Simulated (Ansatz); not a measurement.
## C₂H₆AlFO, SMILES OC(F)[CH2][AlH2]: a comparison of dispersion corrections

Computed with the Ansatz DFT code, driven from Python.

`run_disp.py`
```python
"""Dispersion corrections for C2H6AlFO."""

from dataclasses import dataclass
import warnings

import ansatz


@dataclass
class Settings:
    basis_set: str = "def2-SVP"


cfg = Settings()

GEOMETRY = """
O     0.42230    0.09230    2.16630
C     0.46010    0.32920    0.76980
F     1.65760   -0.12770    0.30560
C    -0.58880   -0.42060    0.07630
Al   -0.68390   -0.12390   -1.91730
H     1.08460    0.71450    2.55840
H     0.39860    1.41980    0.54420
H    -0.51010   -1.50370    0.25670
H    -1.63830   -0.08420    0.52890
H     0.25280    1.04670   -2.44420
H    -0.78950   -1.39950   -2.82420
"""

warnings.simplefilter("ignore", ansatz.DeckWarning)

molecule = ansatz.Crystal.molecule()
for line in GEOMETRY.strip().splitlines():
    symbol, *xyz = line.split()
    molecule = molecule.atom(symbol, [float(v) for v in xyz])

base = molecule.calculation().basis(gaussian=cfg.basis_set)
for name in ["r2scan", "blyp"]:
    for correction in ("d3bj", "d4"):
        report = base.functional(name, dispersion=correction).run().report
        print(f"{name:8s} {correction:5s} total {report['free_energy_ev']:.5f} eV, of which dispersion {1000 * report['dispersion']['energy']['ev']:.2f} meV")
```

`python run_disp.py` gives:
```text
r2scan   d3bj  total -13520.09928 eV, of which dispersion -53.39 meV
r2scan   d4    total -13520.09299 eV, of which dispersion -47.10 meV
blyp     d3bj  total -13522.75196 eV, of which dispersion -409.87 meV
blyp     d4    total -13522.76423 eV, of which dispersion -422.14 meV
```

Notes:
- Total energies depend on the basis set; only differences at equal settings carry meaning.
- The geometry is a force-field or estimated start, not a minimum of this method, and the basis set is short of its limit. D4 holds the three-body term, and d3bj doesn't.
- A dispersion term here runs with damping parameters fitted for another variant or functional.
- The script silences the warnings on its input, which a real study should read.
- Timing: 18 s on 1 thread of Arm Neoverse V1, with other jobs on the host, peak memory 0.22 GiB.

(Lines on the test bed's own set-up are left out of the output.)
